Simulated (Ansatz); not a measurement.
# TlAgTe2: the cost of one run

Method: DFT PBEsol, scalar-relativistic, plane waves, PAW, in Ansatz 0.2.0.

1 further run of the same task is left out (set aside as unsound or not needed). Runs told in other sessions of the task aren't counted.

### 1 The system as given

Symmetry: I-4m2, No. 119, tetragonal system. Conventional cell: a = 3.564 Å, b = 3.564 Å, c = 18.410 Å, α = 90.00°, β = 90.00°, γ = 90.00°. Around Tl (site symmetry -4m2) lie 8 Te at 3.53 Å and 4 Tl at 3.56 Å. Ag (site symmetry -4m2) has 4 Te at 2.77 Å in its first shell of neighbours. Te (site symmetry 2mm) is surrounded by 2 Ag at 2.77 Å and 4 Tl at 3.53 Å.

Coordinates:

```
Tl Ag Te
1.0
    -1.78213    1.78213    9.20487
     1.78213   -1.78213    9.20487
     1.78213    1.78213   -9.20487
Tl Ag Te
1 1 2
Direct
  0.00000 0.00000 0.00000
  0.75000 0.25000 0.50000
  0.36554 0.36554 0.00000
  0.63446 0.63446 0.00000
```

Origin of the cell: volume kept, shape and atoms relaxed. At PBEsol, an earlier run found -1.41 GPa for this cell of 29.235 Å³/atom (12×12×12 mesh), no gap.

### 2 Bands on a fine mesh, Fermi surface

The input, input.yaml:

```yaml
crystal:
  lattice:
    - [-1.7821302655, 1.7821302655, 9.2048749534]
    - [1.7821302655, -1.7821302655, 9.2048749534]
    - [1.7821302655, 1.7821302655, -9.2048749534]
  atoms:
    - { symbol: Tl, position: [0.0, 0.0, 0.0] }
    - { symbol: Ag, position: [0.75, 0.25, 0.5] }
    - { symbol: Te, position: [0.3655388473, 0.3655388473, 0.0] }
    - { symbol: Te, position: [0.6344611527, 0.6344611527, 0.0] }
basis:
  ecutwfc: 420
  ecutrho_ratio: 4
kpoints:
  mp_grid: { grid: [12, 12, 12] }
hamiltonian:
  xc: pbesol
scf:
  occupations: { method: gaussian, width: 0.05 }
output:
  forces: true
  stress: true
  eigenvalues: true
  eigenstates:
    nscf_kmesh: { grid: [18, 18, 18] }
    de_dk: true
    e_range: [-2.5, 2.5]
  write_density: true
  write_potential: true
  elf: true
  volumetric_format: npy
```

Run with:

```bash
ansatz run input.yaml --threads 4 --pin off --max-ram 9216MiB --backend cpu --events-out ev --progress --plain --runs-dir out
```

Q: Estimate wall time and peak memory on 4 threads of Arm Neoverse V2, shared host.

About 90 s, with a peak of 1.4 GiB.
